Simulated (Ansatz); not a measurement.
# CH4ClFGeO: small, medium and large basis sets

The task here is to estimate one member of a computed series from the others.

Method: one geometry, several basis sets; program: Ansatz 0.2.0, Gaussian basis.

The runs, in order: PBE0-D4/def2-SVP; ωB97M-V/def2-SVP; PBE0-D4/def2-QZVPP; ωB97M-V/def2-QZVPP; the functionals' def2-TZVPP values are taken from earlier runs.

### The geometry

An earlier PBE0-D4 in a triple-zeta def2 set relaxation fixed the geometry.

SMILES `[CH3][Ge]([OH])([F])[Cl]`, 9 atoms, charge 0, spin multiplicity 1.

Atoms are counted from 1 here; the program's logs count them from 0.

Bond lengths: C1–Ge2 1.916 Å, C1–H6 1.090 Å, C1–H7 1.089 Å, C1–H8 1.090 Å, Ge2–O3 1.752 Å, Ge2–F4 1.731 Å, Ge2–Cl5 2.140 Å, O3–H9 0.961 Å. Angles: Ge2–C1–H6 109.4°, Ge2–C1–H7 109.4°, Ge2–C1–H8 108.9°, H6–C1–H7 109.7°, H6–C1–H8 109.6°, H7–C1–H8 109.7°, C1–Ge2–O3 110.7°, C1–Ge2–F4 110.7°, C1–Ge2–Cl5 113.9°, O3–Ge2–F4 107.6°, O3–Ge2–Cl5 109.6°, F4–Ge2–Cl5 104.1°, Ge2–O3–H9 113.6°.

Set-up of the first run:

Input file in.yaml:

```yaml
crystal:
  periodic: [false, false, false]
  atoms:
    - {symbol: C, position_ang: [-1.337618, 0.192924, -0.038602]}
    - {symbol: Ge, position_ang: [0.552038, 0.013665, 0.221051]}
    - {symbol: O, position_ang: [1.251083, -1.018833, -1.009569]}
    - {symbol: F, position_ang: [0.891658, -0.703803, 1.759554]}
    - {symbol: Cl, position_ang: [1.600111, 1.879072, 0.272469]}
    - {symbol: H, position_ang: [-1.527650, 0.687642, -0.990572]}
    - {symbol: H, position_ang: [-1.759948, 0.784654, 0.772573]}
    - {symbol: H, position_ang: [-1.789616, -0.799037, -0.044486]}
    - {symbol: H, position_ang: [2.208544, -1.082584, -0.959517]}
basis:
  gaussian: {orbitals: def2-SVP}
hamiltonian: {xc: pbe0, dispersion: d4}
output: {orbitals: {seedname: orbitals}}
```

Command:

```bash
$ ansatz run in.yaml --threads 2 --pin off --events-out ev --progress --plain --max-ram 32768MiB --backend cpu
```

Among the steps run: PBE0-D4 in def2-SVP; ωB97M-V in def2-SVP; PBE0-D4 in def2-QZVPP; ωB97M-V in def2-QZVPP.

One table of the session follows, with a row left open; its other results are not shown here.

```
functional       basis  HOMO (eV)  LUMO (eV)
   PBE0-D4    def2-SVP      -9.06       0.23
   PBE0-D4  def2-TZVPP          ?          ?
   PBE0-D4  def2-QZVPP      -9.29      -0.36
   ωB97M-V    def2-SVP     -11.34       2.22
   ωB97M-V  def2-TZVPP     -11.55       1.70
   ωB97M-V  def2-QZVPP     -11.60       1.18
```

Q: Estimate the row for PBE0-D4, def2-TZVPP from the others.

The run gave: HOMO (eV): -9.24; LUMO (eV): -0.12. In the column «HOMO (eV)» it lies between PBE0-D4, def2-QZVPP (-9.29) and PBE0-D4, def2-SVP (-9.06).
